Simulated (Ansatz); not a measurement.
# Cd: energy and stress against strain

This session takes Cd and sets out to strain the cell along the Voigt pattern (1, 1, 0, 0, 0, 0).

Computed with Ansatz 0.2.0 (DFT PBEsol, scalar-relativistic, plane waves, PAW, unless a step's input says otherwise).

## Step 1: Starting point

The structure is hexagonal, space group P6_3/mmc (No. 194). Conventional cell: a = 2.979 Å, b = 2.979 Å, c = 5.618 Å, α = 90.00°, β = 90.00°, γ = 120.00°. Cd (site symmetry -6m2) is surrounded by 12 Cd at 2.98 to 3.29 Å.

Coordinates:

```cif
data_structure
_symmetry_space_group_name_H-M 'P6_3/mmc'
_symmetry_Int_Tables_number 194
_cell_length_a 2.9789
_cell_length_b 2.9789
_cell_length_c 5.6177
_cell_angle_alpha 90.000
_cell_angle_beta 90.000
_cell_angle_gamma 120.000
_cell_volume 43.17
loop_
_atom_site_label
_atom_site_type_symbol
_atom_site_symmetry_multiplicity
_atom_site_Wyckoff_symbol
_atom_site_fract_x
_atom_site_fract_y
_atom_site_fract_z
_atom_site_occupancy
Cd1 Cd 2 c 0.33333 0.66667 0.25000 1
```

No relaxation comes first: the listed cell is the starting point.

## Step 2: The reference cell

Reference values: F = -16368.1197 eV; pressure -1.53 GPa; largest force 0.000 eV/Å; gap on the mesh none (metal). It was computed beforehand with the settings of the runs below.

## Step 3: Setting up energy and stress against strain

The cell is strained by ε times the Voigt pattern (1, 1, 0, 0, 0, 0) (xx, yy, zz, yz, xz, xy; engineering shear), with fractional coordinates fixed (clamped ions). The stress on the pattern is the sum of the stress components weighted by it, tension positive.

## Step 4: At ε = -0.0400

File input.yaml:

```yaml
crystal:
  lattice:
    - [2.8597176077, 0.0, 0.0]
    - [-1.4298588039, 2.476588096, 0.0]
    - [0.0, 0.0, 5.61765]
  atoms:
    - { symbol: Cd, position: [0.3333333333, 0.6666666667, 0.25] }
    - { symbol: Cd, position: [0.6666666667, 0.3333333333, 0.75] }
basis:
  ecutwfc: 420
kpoints:
  mp_grid: { grid: [18, 18, 8] }
hamiltonian:
  xc: pbesol
scf:
  occupations: { method: gaussian, width: 0.15 }
output:
  forces: true
  stress: true
  eigenvalues: true
```

Run with:

```
> ansatz run input.yaml --threads 1 --pin off --max-ram 2560MiB --backend cpu --events-out ev --progress --plain --runs-dir out
```

Log, cut to the lines that bear on the results:

```text
Warning: RAYON_NUM_THREADS=1 ignored (pool sized by the plan → 1); use --threads N
[...]
Pseudopotentials: kind: paw
Pseudopotential: Cd, paw, valence charge 20, recommended cutoff 420 eV (normal), Cd.paw.azcp
Functional definition: PBEsol
[...]
Crystal: 2 atoms, lattice volume = 39.786 Å³
Basis set: ecut = 420 eV, 799 PW (Γ), exchange–correlation on 40×40×80 points (8 copies of the dense FFT grid, shifted against one another)
Bands: 24, of which v1, the nominal top of the filled ones, is band 20 counted from 1 (19 counted from 0)
Symmetry: 24 space group operations
Space group: P63/mmc (ITA 194), of the structure as read, at distance tolerance 3.4e-5 Å
k-points: 185 of 2592
[...]
SCF iter   1: F=—  HF=-16368.083929 eV  |F-HF|=—  |Δ(HF+E_count)|=         —  Δρ=6.13e-3  dr2=1.33e-2  ethr=1.77e-3  ⟨swp⟩=5.0  Hψ=16592  notcnv=0
[...]
SCF iter   6: F=-16368.079743 eV  HF=-16368.079743 eV  |F-HF|=7.40e-10  |Δ(HF+E_count)|=   2.58e-8  Δρ=3.88e-6  dr2=4.48e-9  ethr=2.50e-10  ⟨swp⟩=5.2  Hψ=17861  notcnv=0
[...]
SCF converged after 6 iterations
Free energy (F): -16368.079743 eV
[...]
E sigma→0 (E₀):  -16368.078067 eV
Entropy (-TS):   -0.003353 eV (-1.676 meV/atom)
Fermi energy:    16.071489 eV
[...]
--- Forces (eV/Å), atoms counted from 1 ---
  atom   1  Cd    -0.00000000    -0.00000000     0.00000000
  atom   2  Cd     0.00000000     0.00000000     0.00000000
[...]
--- Stress (GPa, compression-positive) ---
        6.728907      -0.000000       0.000000
        0.000000       6.728907       0.000000
        0.000000       0.000000       1.831202
  P = ⅓ Tr σ = 5.0963 GPa (50.963 kbar)
--- Band table (eV; the first three rows and the last of 185) ---
  k-point 0: bands = ["-87.0153", "-87.0140", "-48.1008", "-48.0774", "-48.0512", "-48.0512", "-48.0490", "-48.0490", "5.8150", "6.0332", "6.6622", "6.6622", "6.7129", "6.7129", "6.7479", "7.3885", "7.3885", "7.6331", "7.6331", "12.5241", "12.7148", "25.8089", "30.3497", "30.8299"]
[...]
```

Run time: 7.8 s. Hardware: 1 thread of Arm Neoverse V1, shared host; peak memory 0.39 GiB.

## Step 5: At ε = 0.0300

Changes to input.yaml since step 4:

```diff
@@ -2,4 +2,4 @@
   lattice:
-    - [2.8597176077, 0.0, 0.0]
-    - [-1.4298588039, 2.476588096, 0.0]
+    - [3.0682386833, 0.0, 0.0]
+    - [-1.5341193416, 2.6571726446, 0.0]
     - [0.0, 0.0, 5.61765]
```

Run with:

```
> ansatz run input.yaml --threads 1 --pin off --max-ram 2560MiB --backend cpu --events-out ev --progress --plain --runs-dir out
```

Log, cut to the lines that bear on the results:

```text
[...]
SCF converged after 6 iterations
Free energy (F): -16368.064660 eV
[...]
E sigma→0 (E₀):  -16368.061404 eV
Entropy (-TS):   -0.006511 eV (-3.256 meV/atom)
Fermi energy:    13.487054 eV
[...]
--- Forces (eV/Å), atoms counted from 1 ---
  atom   1  Cd     0.00000000     0.00000000     0.00000000
  atom   2  Cd    -0.00000000    -0.00000000     0.00000000
[...]
--- Stress (GPa, compression-positive) ---
       -4.733558      -0.000000       0.000000
        0.000000      -4.733558       0.000000
        0.000000       0.000000      -3.255459
  P = ⅓ Tr σ = -4.2409 GPa (-42.409 kbar)
--- Band table (eV; the first three rows and the last of 185) ---
  k-point 0: bands = ["-89.3889", "-89.3879", "-50.4785", "-50.4616", "-50.4500", "-50.4500", "-50.4480", "-50.4480", "3.8916", "4.1635", "4.4201", "4.4201", "4.4720", "4.4720", "4.8379", "4.8379", "4.9339", "5.0978", "5.0978", "10.6810", "10.7360", "24.1755", "26.7658", "27.0186"]
[...]
```

Run time: 8.6 s. Hardware: 1 thread of Arm Neoverse V1, shared host; peak memory 0.4 GiB.

## Step 6: Point ε = -0.0200

Changes to input.yaml since step 5:

```diff
@@ -2,4 +2,4 @@
   lattice:
-    - [3.0682386833, 0.0, 0.0]
-    - [-1.5341193416, 2.6571726446, 0.0]
+    - [2.9192950579, 0.0, 0.0]
+    - [-1.4596475289, 2.5281836813, 0.0]
     - [0.0, 0.0, 5.61765]
```

Run with:

```
> ansatz run input.yaml --threads 1 --pin off --max-ram 2560MiB --backend cpu --events-out ev --progress --plain --runs-dir out
```

Log, cut to the lines that bear on the results:

```text
[...]
SCF converged after 6 iterations
Free energy (F): -16368.121867 eV
[...]
E sigma→0 (E₀):  -16368.119760 eV
Entropy (-TS):   -0.004215 eV (-2.107 meV/atom)
Fermi energy:    15.339574 eV
[...]
--- Forces (eV/Å), atoms counted from 1 ---
  atom   1  Cd     0.00000000     0.00000000     0.00000000
  atom   2  Cd     0.00000000    -0.00000000     0.00000000
[...]
--- Stress (GPa, compression-positive) ---
        1.625473       0.000000      -0.000000
        0.000000       1.625473       0.000000
       -0.000000       0.000000       0.491714
  P = ⅓ Tr σ = 1.2476 GPa (12.476 kbar)
--- Band table (eV; the first three rows and the last of 185) ---
  k-point 0: bands = ["-87.7443", "-87.7431", "-48.8312", "-48.8099", "-48.7893", "-48.7893", "-48.7872", "-48.7872", "5.2384", "5.4890", "5.9781", "5.9781", "6.0294", "6.0294", "6.1650", "6.6008", "6.6008", "6.8508", "6.8508", "11.9702", "12.0774", "25.3030", "29.2751", "30.0690"]
[...]
```

It took 7.9 s on 1 thread of Arm Neoverse V1, shared host; peak memory 0.39 GiB.

## Step 7: ε = 0.0100

Changes to input.yaml since step 6:

```diff
@@ -2,4 +2,4 @@
   lattice:
-    - [2.9192950579, 0.0, 0.0]
-    - [-1.4596475289, 2.5281836813, 0.0]
+    - [3.0086612332, 0.0, 0.0]
+    - [-1.5043306166, 2.6055770593, 0.0]
     - [0.0, 0.0, 5.61765]
@@ -20 +20,5 @@
   eigenvalues: true
+  write_density: true
+  write_potential: true
+  elf: true
+  volumetric_format: npy
```

Run with:

```
> ansatz run input.yaml --threads 1 --pin off --max-ram 2560MiB --backend cpu --events-out ev --progress --plain --runs-dir out
```

Log, cut to the lines that bear on the results:

```text
Warning: RAYON_NUM_THREADS=1 ignored (pool sized by the plan → 1); use --threads N
[...]
[... 3 set-up lines as earlier in the session ...]
[...]
Crystal: 2 atoms, lattice volume = 44.038 Å³
Basis set: ecut = 420 eV, 835 PW (Γ), exchange–correlation on 48×48×80 points (8 copies of the dense FFT grid, shifted against one another)
Bands: 24, of which v1, the nominal top of the filled ones, is band 20 counted from 1 (19 counted from 0)
[... 1 set-up line as earlier in the session ...]
Space group: P63/mmc (ITA 194), of the structure as read, at distance tolerance 3.5e-5 Å
k-points: 185 of 2592
[...]
SCF iter   1: F=—  HF=-16368.111181 eV  |F-HF|=—  |Δ(HF+E_count)|=         —  Δρ=5.82e-3  dr2=1.32e-2  ethr=1.77e-3  ⟨swp⟩=5.1  Hψ=16681  notcnv=0
[...]
SCF iter   6: F=-16368.107051 eV  HF=-16368.107051 eV  |F-HF|=1.04e-9  |Δ(HF+E_count)|=   3.46e-8  Δρ=4.40e-6  dr2=8.50e-9  ethr=2.50e-10  ⟨swp⟩=8.3  Hψ=26275  notcnv=0
[...]
SCF converged after 6 iterations
Free energy (F): -16368.107051 eV
[...]
E sigma→0 (E₀):  -16368.103656 eV
Entropy (-TS):   -0.006790 eV (-3.395 meV/atom)
Fermi energy:    14.231948 eV
[...]
--- Forces (eV/Å), atoms counted from 1 ---
  atom   1  Cd    -0.00000000     0.00000000     0.00000000
  atom   2  Cd    -0.00000000    -0.00000000     0.00000000
[...]
--- Stress (GPa, compression-positive) ---
       -2.891950       0.000000       0.000000
        0.000000      -2.891950       0.000000
        0.000000       0.000000      -1.960218
  P = ⅓ Tr σ = -2.5814 GPa (-25.814 kbar)
--- Band table (eV; the first three rows and the last of 185) ---
  k-point 0: bands = ["-88.7590", "-88.7579", "-49.8481", "-49.8295", "-49.8144", "-49.8144", "-49.8124", "-49.8124", "4.4149", "4.6873", "5.0194", "5.0194", "5.0712", "5.0712", "5.3909", "5.5105", "5.5105", "5.7670", "5.7670", "11.2054", "11.2085", "24.6047", "27.7390", "28.4361"]
[...]
```

Run time: 12 s. Hardware: 1 thread of Arm Neoverse V1, shared host; peak memory 0.41 GiB.

Density in a lattice plane of the grid's cell (edges 3.01 and 5.62 Å, at 0.333 of the third edge), which holds Cd.

Ten even steps from ' ' (0.09 e/Å³) to '@' (24.17 e/Å³):
```
                        
                        
            ..::::::..  
            ::++##++::  
          ..--##@@##--..
            ::++##++::  
            ..::::::..  
                        
                        
                        
                        
                        
                        
                        
                        
                        
                        
                        
                        
                        
```
Columns run along the first of these edges and rows up along the second, over one cell in 12 and 20 even steps from the bottom left corner. Atoms in the plane (fractional): Cd at (0.67, 0.75).

ELF in the same plane.

Ten even steps from ' ' (0.17) to '@' (0.89):
```
                        
            ..::::::..  
          ..--==++==--..
          ::==##%%##==::
        ..--++%%@@%%++--
          ::==##%%##==::
          ..--======--..
            ..::::::..  
                        
                        
                        
              ......    
              ......    
  ......      ..::..    
  ..::..      ..::..    
  ......      ..::..    
              ......    
              ......    
                        
                        
```
Columns run along the first of these edges and rows up along the second, over one cell in 12 and 20 even steps from the bottom left corner. Atoms in the plane (fractional): Cd at (0.67, 0.75).

Both are smooth fields of the valence electrons: close to the nuclei they are not physical.

## Step 8: Point ε = 0.0400

Changes to input.yaml since step 7:

```diff
@@ -2,4 +2,4 @@
   lattice:
-    - [3.0086612332, 0.0, 0.0]
-    - [-1.5043306166, 2.6055770593, 0.0]
+    - [3.0980274084, 0.0, 0.0]
+    - [-1.5490137042, 2.6829704373, 0.0]
     - [0.0, 0.0, 5.61765]
@@ -20,5 +20 @@
   eigenvalues: true
-  write_density: true
-  write_potential: true
-  elf: true
-  volumetric_format: npy
```

Run with:

```
> ansatz run input.yaml --threads 1 --pin off --max-ram 2560MiB --backend cpu --events-out ev --progress --plain --runs-dir out
```

Log, cut to the lines that bear on the results:

```text
Warning: RAYON_NUM_THREADS=1 ignored (pool sized by the plan → 1); use --threads N
[...]
[... 3 set-up lines as earlier in the session ...]
[...]
Crystal: 2 atoms, lattice volume = 46.693 Å³
Basis set: ecut = 420 eV, 907 PW (Γ), exchange–correlation on 48×48×80 points (8 copies of the dense FFT grid, shifted against one another)
Bands: 24, of which v1, the nominal top of the filled ones, is band 20 counted from 1 (19 counted from 0)
[... 1 set-up line as earlier in the session ...]
Space group: P63/mmc (ITA 194), of the structure as read, at distance tolerance 3.6e-5 Å
k-points: 185 of 2592
[...]
SCF iter   1: F=—  HF=-16368.040054 eV  |F-HF|=—  |Δ(HF+E_count)|=         —  Δρ=5.52e-3  dr2=1.27e-2  ethr=1.77e-3  ⟨swp⟩=5.2  Hψ=16622  notcnv=0
[...]
SCF iter   6: F=-16368.036132 eV  HF=-16368.036132 eV  |F-HF|=1.01e-9  |Δ(HF+E_count)|=   4.82e-9  Δρ=4.16e-6  dr2=9.39e-9  ethr=2.50e-10  ⟨swp⟩=4.5  Hψ=15614  notcnv=0
[...]
SCF converged after 6 iterations
Free energy (F): -16368.036132 eV
[...]
E sigma→0 (E₀):  -16368.032822 eV
Entropy (-TS):   -0.006621 eV (-3.311 meV/atom)
Fermi energy:    13.120402 eV
[...]
--- Forces (eV/Å), atoms counted from 1 ---
  atom   1  Cd     0.00000000    -0.00000000     0.00000000
  atom   2  Cd    -0.00000000     0.00000000    -0.00000000
[...]
--- Stress (GPa, compression-positive) ---
       -5.473257       0.000000       0.000000
       -0.000000      -5.473257       0.000000
        0.000000       0.000000      -3.708436
  P = ⅓ Tr σ = -4.8850 GPa (-48.850 kbar)
--- Band table (eV; the first three rows and the last of 185) ---
  k-point 0: bands = ["-89.6914", "-89.6905", "-50.7812", "-50.7650", "-50.7551", "-50.7551", "-50.7531", "-50.7531", "3.6371", "3.9058", "4.1314", "4.1314", "4.1832", "4.1832", "4.5162", "4.5162", "4.7201", "4.7774", "4.7774", "10.4313", "10.5122", "23.9706", "26.2947", "26.3405"]
[...]
```

Run time: 8.6 s. Hardware: 1 thread of Arm Neoverse V1, shared host; peak memory 0.41 GiB.

## Step 9: ε = -0.0300

Changes to input.yaml since step 8:

```diff
@@ -2,4 +2,4 @@
   lattice:
-    - [3.0980274084, 0.0, 0.0]
-    - [-1.5490137042, 2.6829704373, 0.0]
+    - [2.8895063328, 0.0, 0.0]
+    - [-1.4447531664, 2.5023858886, 0.0]
     - [0.0, 0.0, 5.61765]
```

Run with:

```
> ansatz run input.yaml --threads 1 --pin off --max-ram 2560MiB --backend cpu --events-out ev --progress --plain --runs-dir out
```

Log, cut to the lines that bear on the results:

```text
Warning: RAYON_NUM_THREADS=1 ignored (pool sized by the plan → 1); use --threads N
[...]
[... 3 set-up lines as earlier in the session ...]
[...]
Crystal: 2 atoms, lattice volume = 40.619 Å³
Basis set: ecut = 420 eV, 799 PW (Γ), exchange–correlation on 40×40×80 points (8 copies of the dense FFT grid, shifted against one another)
Bands: 24, of which v1, the nominal top of the filled ones, is band 20 counted from 1 (19 counted from 0)
[... 2 set-up lines as earlier in the session ...]
k-points: 185 of 2592
[...]
SCF iter   1: F=—  HF=-16368.111575 eV  |F-HF|=—  |Δ(HF+E_count)|=         —  Δρ=6.09e-3  dr2=1.34e-2  ethr=1.77e-3  ⟨swp⟩=5.0  Hψ=16597  notcnv=0
[...]
SCF iter   6: F=-16368.107371 eV  HF=-16368.107371 eV  |F-HF|=1.75e-10  |Δ(HF+E_count)|=   3.68e-8  Δρ=4.03e-6  dr2=5.38e-9  ethr=2.50e-10  ⟨swp⟩=5.1  Hψ=17883  notcnv=0
[...]
SCF converged after 6 iterations
Free energy (F): -16368.107371 eV
[...]
E sigma→0 (E₀):  -16368.105606 eV
Entropy (-TS):   -0.003531 eV (-1.766 meV/atom)
Fermi energy:    15.702073 eV
[...]
--- Forces (eV/Å), atoms counted from 1 ---
  atom   1  Cd     0.00000000     0.00000000     0.00000000
  atom   2  Cd    -0.00000000    -0.00000000    -0.00000000
[...]
--- Stress (GPa, compression-positive) ---
        3.967190      -0.000000       0.000000
       -0.000000       3.967190       0.000000
        0.000000       0.000000       1.157965
  P = ⅓ Tr σ = 3.0308 GPa (30.308 kbar)
--- Band table (eV; the first three rows and the last of 185) ---
  k-point 0: bands = ["-87.3851", "-87.3838", "-48.4713", "-48.4489", "-48.4258", "-48.4258", "-48.4236", "-48.4236", "5.5240", "5.7601", "6.3156", "6.3156", "6.3667", "6.3667", "6.4496", "6.9885", "6.9885", "7.2358", "7.2358", "12.2425", "12.3900", "25.5517", "29.8082", "30.4412"]
[...]
```

It took 7.7 s on 1 thread of Arm Neoverse V1, shared host; peak memory 0.39 GiB.

## Step 10: Point ε = 0.0200

Changes to input.yaml since step 9:

```diff
@@ -2,4 +2,4 @@
   lattice:
-    - [2.8895063328, 0.0, 0.0]
-    - [-1.4447531664, 2.5023858886, 0.0]
+    - [3.0384499582, 0.0, 0.0]
+    - [-1.5192249791, 2.631374852, 0.0]
     - [0.0, 0.0, 5.61765]
```

Run with:

```
> ansatz run input.yaml --threads 1 --pin off --max-ram 2560MiB --backend cpu --events-out ev --progress --plain --runs-dir out
```

Log, cut to the lines that bear on the results:

```text
[...]
SCF converged after 6 iterations
Free energy (F): -16368.088486 eV
[...]
E sigma→0 (E₀):  -16368.085142 eV
Entropy (-TS):   -0.006689 eV (-3.345 meV/atom)
Fermi energy:    13.858543 eV
[...]
--- Forces (eV/Å), atoms counted from 1 ---
  atom   1  Cd    -0.00000000    -0.00000000     0.00000000
  atom   2  Cd    -0.00000000     0.00000000     0.00000000
[...]
--- Stress (GPa, compression-positive) ---
       -3.873353       0.000000       0.000000
        0.000000      -3.873353       0.000000
        0.000000       0.000000      -2.677872
  P = ⅓ Tr σ = -3.4749 GPa (-34.749 kbar)
--- Band table (eV; the first three rows and the last of 185) ---
  k-point 0: bands = ["-89.0780", "-89.0770", "-50.1675", "-50.1498", "-50.1365", "-50.1365", "-50.1344", "-50.1344", "4.1510", "4.4242", "4.7162", "4.7162", "4.7680", "4.7680", "5.1572", "5.1693", "5.1693", "5.4276", "5.4276", "10.9400", "10.9669", "24.3868", "27.2476", "27.7170"]
[...]
```

Wall time 8.4 s (1 thread of Arm Neoverse V1, shared host); peak memory 0.4 GiB.

## Step 11: ε = -0.0100

Changes to input.yaml since step 10:

```diff
@@ -2,4 +2,4 @@
   lattice:
-    - [3.0384499582, 0.0, 0.0]
-    - [-1.5192249791, 2.631374852, 0.0]
+    - [2.949083783, 0.0, 0.0]
+    - [-1.4745418915, 2.553981474, 0.0]
     - [0.0, 0.0, 5.61765]
```

Run with:

```
> ansatz run input.yaml --threads 1 --pin off --max-ram 2560MiB --backend cpu --events-out ev --progress --plain --runs-dir out
```

Log, cut to the lines that bear on the results:

```text
[...]
SCF converged after 6 iterations
Free energy (F): -16368.125253 eV
[...]
E sigma→0 (E₀):  -16368.122627 eV
Entropy (-TS):   -0.005251 eV (-2.625 meV/atom)
Fermi energy:    14.974990 eV
[...]
--- Forces (eV/Å), atoms counted from 1 ---
  atom   1  Cd     0.00000000     0.00000000     0.00000000
  atom   2  Cd     0.00000000    -0.00000000    -0.00000000
[...]
--- Stress (GPa, compression-positive) ---
       -0.272287       0.000000       0.000000
       -0.000000      -0.272287       0.000000
        0.000000       0.000000      -0.264766
  P = ⅓ Tr σ = -0.2698 GPa (-2.698 kbar)
--- Band table (eV; the first three rows and the last of 185) ---
  k-point 0: bands = ["-88.0930", "-88.0918", "-49.1807", "-49.1603", "-49.1419", "-49.1419", "-49.1398", "-49.1398", "4.9583", "5.2197", "5.6495", "5.6495", "5.7011", "5.7011", "5.8940", "6.2254", "6.2254", "6.4777", "6.4777", "11.7068", "11.7765", "25.0621", "28.7524", "29.7117"]
[...]
```

It took 8 s on 1 thread of Arm Neoverse V1, shared host; peak memory 0.39 GiB.

## Step 12: Point ε = 0.0350

Changes to input.yaml since step 11:

```diff
@@ -2,4 +2,4 @@
   lattice:
-    - [2.949083783, 0.0, 0.0]
-    - [-1.4745418915, 2.553981474, 0.0]
+    - [3.0831330459, 0.0, 0.0]
+    - [-1.5415665229, 2.670071541, 0.0]
     - [0.0, 0.0, 5.61765]
```

Run with:

```
> ansatz run input.yaml --threads 1 --pin off --max-ram 2560MiB --backend cpu --events-out ev --progress --plain --runs-dir out
```

Log, cut to the lines that bear on the results:

```text
[...]
SCF converged after 6 iterations
Free energy (F): -16368.050948 eV
[...]
E sigma→0 (E₀):  -16368.047688 eV
Entropy (-TS):   -0.006521 eV (-3.261 meV/atom)
Fermi energy:    13.302892 eV
[...]
--- Forces (eV/Å), atoms counted from 1 ---
  atom   1  Cd    -0.00000000     0.00000000     0.00000000
  atom   2  Cd     0.00000000    -0.00000000    -0.00000000
[...]
--- Stress (GPa, compression-positive) ---
       -5.119373      -0.000000       0.000000
       -0.000000      -5.119373       0.000000
        0.000000       0.000000      -3.496080
  P = ⅓ Tr σ = -4.5783 GPa (-45.783 kbar)
--- Band table (eV; the first three rows and the last of 185) ---
  k-point 0: bands = ["-89.5412", "-89.5402", "-50.6309", "-50.6143", "-50.6036", "-50.6036", "-50.6016", "-50.6016", "3.7638", "4.0342", "4.2748", "4.2748", "4.3267", "4.3267", "4.6759", "4.6759", "4.8259", "4.9364", "4.9364", "10.5550", "10.6232", "24.0722", "26.5288", "26.6770"]
[...]
```

Wall time 8.6 s (1 thread of Arm Neoverse V1, shared host); peak memory 0.41 GiB.

## Step 13: The scan collected

The scan, with free energies counted from the undisturbed cell:

```
      ε  ΔE (meV/atom)  stress on the pattern (GPa)  pressure (GPa)
-0.0400           20.0                       -13.46             5.1
-0.0300            6.2                        -7.93             3.0
-0.0200           -1.1                        -3.25             1.2
-0.0100           -2.8                         0.54            -0.3
 0.0000            0.0                         3.47            -1.5
 0.0100            6.3                         5.78            -2.6
 0.0200           15.6                         7.75            -3.5
 0.0300           27.5                         9.47            -4.2
 0.0350           34.4                        10.24            -4.6
 0.0400           41.8                        10.95            -4.9
```

## Step 14: What came out

| quantity | value |
| --- | --- |
| slope of the stress at ε = 0, over ±0.0100 | 262 GPa |

In words: From the stress slope, C11 + C22 + 2 C12 is about 262 GPa with the ions clamped; letting the atoms relax could not make it stiffer. The reference stands under -1.5 GPa, so this is no zero-stress constant. The undisturbed cell is not the lowest point: the energy is 2.8 meV/atom lower at ε = -0.0100; the cell was taken as given and not relaxed at this level.
